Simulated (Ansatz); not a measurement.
# Cd2B2N (element-swapped structure): how the settings move a single-point run

How sensitive is a single-point run of Cd2B2N (element-swapped structure) to its settings? A reference run comes first, then four runs with altered input.

Computed with Ansatz 0.2.0 (reference: DFT r2SCAN, plane waves, PAW, scalar-relativistic, no spin polarisation, unless a step's input says otherwise).

**1. Starting point**

It takes space group I4/mmm (No. 139, tetragonal). The conventional cell has a = 3.695 Å, b = 3.695 Å, c = 9.868 Å, α = 90.00°, β = 90.00°, γ = 90.00°. Around B (site symmetry 4mm) lie 4 Cd at 2.24 Å. Around Cd (site symmetry -4m2) lie 4 B at 2.24 Å and 4 N at 3.08 Å. N (site symmetry 4/mmm) has 8 B at 2.88 Å and 8 Cd at 3.08 Å as nearest neighbours.

Coordinates:

```
CELL_PARAMETERS angstrom
0.00000 3.69530 0.00000
3.69530 0.00000 0.00000
1.84765 1.84765 -4.93425
ATOMIC_POSITIONS crystal
B 0.37800 0.37800 0.24400
B 0.62200 0.62200 0.75600
Cd 0.75000 0.25000 0.50000
Cd 0.25000 0.75000 0.50000
N 0.00000 0.00000 0.00000
```

**2. Baseline**

File input.yaml:

```yaml
crystal:
  lattice:
    - [0.0, 3.695297, 0.0]
    - [3.695297, 0.0, 0.0]
    - [1.847648, 1.847648, -4.934246]
  atoms:
    - { symbol: B, position: [0.378, 0.378, 0.244] }
    - { symbol: B, position: [0.622, 0.622, 0.756] }
    - { symbol: Cd, position: [0.75, 0.25, 0.5] }
    - { symbol: Cd, position: [0.25, 0.75, 0.5] }
    - { symbol: "N", position: [0.0, 0.0, 0.0] }
  symmetry: { tolerance: 0.0003 }
kpoints:
  mp_grid: { grid: [5, 5, 5], shift: [0, 0, 0] }
magnetization:
  spin_polarized: false
scf:
  occupations: { method: fermi_dirac }
hamiltonian:
  pseudopotentials: { kind: paw }
  xc: r2scan
basis:
  ecutwfc: 500
output:
  forces: true
  stress: true
  eigenvalues: true
```

Run with:

```bash
$ ansatz run input.yaml --threads 1 --pin off --max-ram 2560MiB --backend cpu --events-out ev --progress --plain --runs-dir out
```

**3. Changing settings: xc_grid 2**

Changes to input.yaml since step 2:

```diff
@@ -23,2 +23,3 @@
   ecutwfc: 500
+  xc_grid: 2
 output:
```

**4. Variant: occupations.method methfessel_paxton, occupations.width 0.025, n_extra_bands 32**

Changes to input.yaml since step 2:

```diff
@@ -17,3 +17,4 @@
 scf:
-  occupations: { method: fermi_dirac }
+  occupations: { method: methfessel_paxton, width: 0.025 }
+  n_extra_bands: 32
 hamiltonian:
```

**5. Variant: eigensolver.kind davidson, basis.precision f64**

Changes to input.yaml since step 2:

```diff
@@ -18,2 +18,3 @@
   occupations: { method: fermi_dirac }
+  eigensolver: { kind: davidson }
 hamiltonian:
@@ -23,2 +24,3 @@
   ecutwfc: 500
+  precision: f64
 output:
@@ -27 +29,5 @@
   eigenvalues: true
+  write_density: true
+  write_potential: true
+  elf: true
+  volumetric_format: npy
```

**6. Again, with eigensolver.kind davidson, accuracy low**

Changes to input.yaml since step 2:

```diff
@@ -18,2 +18,3 @@
   occupations: { method: fermi_dirac }
+  eigensolver: { kind: davidson }
 hamiltonian:
@@ -27 +28,2 @@
   eigenvalues: true
+accuracy: low
```

Before running it: what results should come out? Wanted: for each run, ending; energy change; pressure; gap; force.

As calculated:

```csv
run,ending,energy change,pressure (GPa),gap (eV),force (eV/Å),cycles,time
reference,converged,0,16.4,0.00,4.84,8,13 s (other work)
1: xc_grid 2,converged,0.0 meV/atom,16.4,0.00,4.84,8,9.1 s
"2: occupations.method methfessel_paxton, occupations.width 0.025, n_extra_bands 32",converged,+1.4 meV/atom (σ→0),16.2,0.00,4.77,8,14 s
"3: eigensolver.kind davidson, basis.precision f64",converged,0.0 meV/atom,16.4,0.00,4.84,9,12 s
"4: eigensolver.kind davidson, accuracy low",converged,0.0 meV/atom,16.4,0.00,4.84,9,10 s
```

Times don't compare one to one where runs were asked for different outputs or read a saved state (see the inputs); cycles count all SCF loops of a run, searches for a lower state included, where those made up much of it.

Residual by cycle in the longest SCF loop of each run; runs are numbered as in the table. The quantity is the density residual dr2, in eV.

```csv
cycle,reference,run 1,run 2,run 3,run 4
1,0.0355,0.0355,0.0504,0.0364,0.0364
2,0.0229,0.0229,0.278,0.0278,0.0278
3,0.0159,0.0159,0.0842,0.0226,0.0226
4,5.4e-4,5.4e-4,0.0199,6.0e-4,6.0e-4
5,2.2e-4,2.2e-4,1.1e-4,5.6e-4,5.6e-4
6,7.1e-6,7.1e-6,8.5e-5,1.3e-5,1.3e-5
7,5.7e-7,5.7e-7,3.7e-6,4.0e-6,4.0e-6
8,3.7e-8,3.7e-8,5.9e-8,2.5e-7,2.5e-7
9,-,-,-,3.9e-8,3.9e-8
```

What this shows: Among the runs that keep the physical model, «occupations.method methfessel_paxton, occupations.width 0.025, n_extra_bands 32» moves the energy most (+1.4 meV/atom). The pressure spans 16.2 to 16.4 GPa over the reference and the variants of the same charge on sound settings (3 of 4 variants).

The reference has limits of its own: it is run without spin, though an odd electron count or open d shells could carry moments; its mesh is coarse for a cell with so small a gap or none; the cell is far from equilibrium (16 GPa, forces up to 4.8 eV/Å), so its values aren't those of the relaxed material; the structure is made up and not relaxed.
